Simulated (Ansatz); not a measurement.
# F₂GeH₂Se₂: basis-set convergence

One table from this session's results is given with a row withheld; the runs are named, their logs left out.

The runs use Ansatz 0.2.0, Gaussian basis; one geometry, several basis sets.

Plan: PBE0-D4/def2-SVP; ωB97M-V/def2-SVP; PBE0-D4/def2-QZVPP; ωB97M-V/def2-QZVPP; the functionals' def2-TZVPP values are taken from earlier runs.

### The geometry

An earlier PBE0-D4 in a triple-zeta def2 set relaxation fixed the geometry.

SMILES `[F][Ge]([F])([SeH])[SeH]`, 7 atoms, charge 0, spin multiplicity 1.

Atoms are counted from 1 here; the program's logs count them from 0.

Bond lengths: F1–Ge2 1.724 Å, Ge2–F3 1.726 Å, Ge2–Se4 2.322 Å, Ge2–Se5 2.319 Å, Se4–H6 1.470 Å, Se5–H7 1.470 Å. Angles: F1–Ge2–F3 102.9°, F1–Ge2–Se4 112.7°, F1–Ge2–Se5 104.8°, F3–Ge2–Se4 107.1°, F3–Ge2–Se5 113.2°, Se4–Ge2–Se5 115.5°, Ge2–Se4–H6 90.2°, Ge2–Se5–H7 90.5°.

Set-up of the first run:

File in.yaml:

```yaml
crystal:
  periodic: [false, false, false]
  atoms:
    - {symbol: F, position_ang: [0.955520, -1.394048, 1.351504]}
    - {symbol: Ge, position_ang: [0.224896, -0.391627, 0.154418]}
    - {symbol: F, position_ang: [-0.814772, -1.485921, -0.682281]}
    - {symbol: Se, position_ang: [-1.120705, 1.264301, 1.070734]}
    - {symbol: Se, position_ang: [1.991904, 0.362760, -1.143791]}
    - {symbol: H, position_ang: [-2.258647, 0.333393, 1.095403]}
    - {symbol: H, position_ang: [1.083004, 1.243242, -1.891588]}
basis:
  gaussian: {orbitals: def2-SVP}
hamiltonian: {xc: pbe0, dispersion: d4}
output: {orbitals: {seedname: orbitals}}
```

Command:

```
$ ansatz run in.yaml --threads 4 --pin off --events-out ev --progress --plain --max-ram 11315MiB
```

Steps of the session up to this table: PBE0-D4 in def2-SVP; ωB97M-V in def2-SVP; PBE0-D4 in def2-QZVPP; ωB97M-V in def2-QZVPP.

One of the session's tables, all rows but one given; the rest of the session is left out.

It belongs to the step «Functionals by basis». 

| functional | basis | HOMO (eV) | LUMO (eV) |
| --- | --- | --- | --- |
| PBE0-D4 | def2-SVP | -7.82 | -1.54 |
| PBE0-D4 | def2-TZVPP | -7.92 | -1.71 |
| PBE0-D4 | def2-QZVPP | -7.94 | -1.75 |
| ωB97M-V | def2-SVP | -9.98 | 0.51 |
| ωB97M-V | def2-TZVPP | ? | ? |
| ωB97M-V | def2-QZVPP | -10.11 | 0.13 |

Q: Estimate the row for ωB97M-V, def2-TZVPP from the others.

As computed: HOMO (eV): -10.08; LUMO (eV): 0.23. In the column «HOMO (eV)» it lies between ωB97M-V, def2-QZVPP (-10.11) and ωB97M-V, def2-SVP (-9.98).
